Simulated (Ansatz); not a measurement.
**GeH₂ (triplet): the correlation ladder at scale of all distances = 0.895, cc-pVDZ**

Aim: climb from Hartree-Fock through coupled cluster and multireference methods for GeH₂ (triplet) at one geometry and basis, and see what each rung misses.

Computed with Ansatz 0.2.0, Gaussian basis. Level: cc-pVDZ, core rule «outside noble gas», up to 14 orbitals frozen.

To be run: UHF; CCSD(T) on ROHF; CCSD(T) on UHF; BCCD(T) on ROHF; CISD; CCSDT(Q) on ROHF; CCSDT(Q) on UHF; CISDTQ; CASSCF and MRCISD+Q, 4 electrons in 4 orbitals; CASSCF and NEVPT2, 4 electrons in 4 orbitals; CASSCF and MRCISD+Q, 6 electrons in 6 orbitals; CASSCF and NEVPT2, 6 electrons in 6 orbitals; Full CI.

10 further runs of the same task are left out: 8 that didn't finish, 2 set aside as unsound or not needed.

### 1 The geometry

The geometry derives from a PBE0/def2-TZVP stationary point (not a proven minimum). All distances are scaled together. No spin-orbit coupling is included. The filled d shell of Ge may be among the frozen orbitals whatever the setting's name suggests; the logs give the count.

3 atoms, charge 0, spin multiplicity 3.

Atoms are counted from 1 here; the program's logs count them from 0.

Bond lengths: Ge1–H2 1.379 Å, Ge1–H3 1.379 Å. Angles: H2–Ge1–H3 120.0°.

### 2 UHF

Input file in.yaml:

```yaml
crystal:
  periodic: [false, false, false]
  atoms:
    - {symbol: Ge, position_ang: [0.000000, -0.018604, 0.000000]}
    - {symbol: H, position_ang: [0.000000, 0.670384, -1.194289]}
    - {symbol: H, position_ang: [0.000000, 0.670384, 1.194289]}
basis:
  gaussian: {orbitals: cc-pVDZ}
magnetization: {spin_polarized: true, initial_magnetization: 2}
hamiltonian: {xc: hf}
output: {orbitals: {seedname: orbitals}}
```

On the command line:

```console
ansatz run in.yaml --threads 1 --pin off --events-out ev --progress --plain --max-ram 2393MiB
```

Further steps of the session: CCSD(T) on ROHF; CCSD(T) on UHF; BCCD(T) on ROHF; CISD; CCSDT(Q) on ROHF; CCSDT(Q) on UHF; CISDTQ; CASSCF and MRCISD+Q, 4 electrons in 4 orbitals; CASSCF and NEVPT2, 4 electrons in 4 orbitals; CASSCF and MRCISD+Q, 6 electrons in 6 orbitals; CASSCF and NEVPT2, 6 electrons in 6 orbitals; Full CI.

Before running them: what should the planned runs give, taken together? Wanted: FCI below the RHF energy; RMP2 from FCI; UMP2 from FCI; RCCSD from FCI; RCCSD(T) from FCI; UCCSD(T) from FCI; RCCSDT(Q) from FCI; UCCSDT(Q) from FCI; NEVPT2 pair from FCI.

The runs gave:

```
                         quantity                                                                                                              value
         FCI below the RHF energy                                                                                                         -2.4869 eV
                    RMP2 from FCI                                                                                                       +56.3 kJ/mol
                    UMP2 from FCI                                                                                                       +54.8 kJ/mol
                   RCCSD from FCI                                                                                                        +5.0 kJ/mol
                RCCSD(T) from FCI                                                                                                        +1.1 kJ/mol
                UCCSD(T) from FCI                                                                                                         0.0 kJ/mol
               RCCSDT(Q) from FCI                                                                                                         0.0 kJ/mol
               UCCSDT(Q) from FCI                                                                                                        -1.1 kJ/mol
             NEVPT2 pair from FCI                                                                                                       +56.8 kJ/mol
           MRCISD+Q pair from FCI                                                                                                        -1.6 kJ/mol
          NEVPT2 valence from FCI                                                                                                       +49.5 kJ/mol
levels within 1 kcal/mol (43 meV)  UCCSD, RCCSD(T), UCCSD(T), BCCD(T), RCCSDT, UCCSDT, CISDTQ, RCCSDT(Q), UCCSDT(Q), MRCISD+Q pair, MRCISD+Q valence
                    T1 diagnostic                                                                                                              0.017
   effectively unpaired electrons                                                                                                               2.02
```

**Reading.** RCCSD(T) lands +1.1 kJ/mol from the yardstick (0.5 % of the correlation energy). UCCSDT, UCCSDT(Q), MRCISD+Q pair, MRCISD+Q valence fall below full CI: unrestricted runs freeze a spin-polarised core, another one than full CI's, and coupled cluster isn't variational. One determinant dominates. Of the multireference levels listed MRCISD+Q valence comes nearest in total energy (-0.7 kJ/mol), which doesn't show that its space is the better one. These misses are within one basis, not against nature; the frozen cores of restricted and unrestricted runs differ, which can shift their rows.
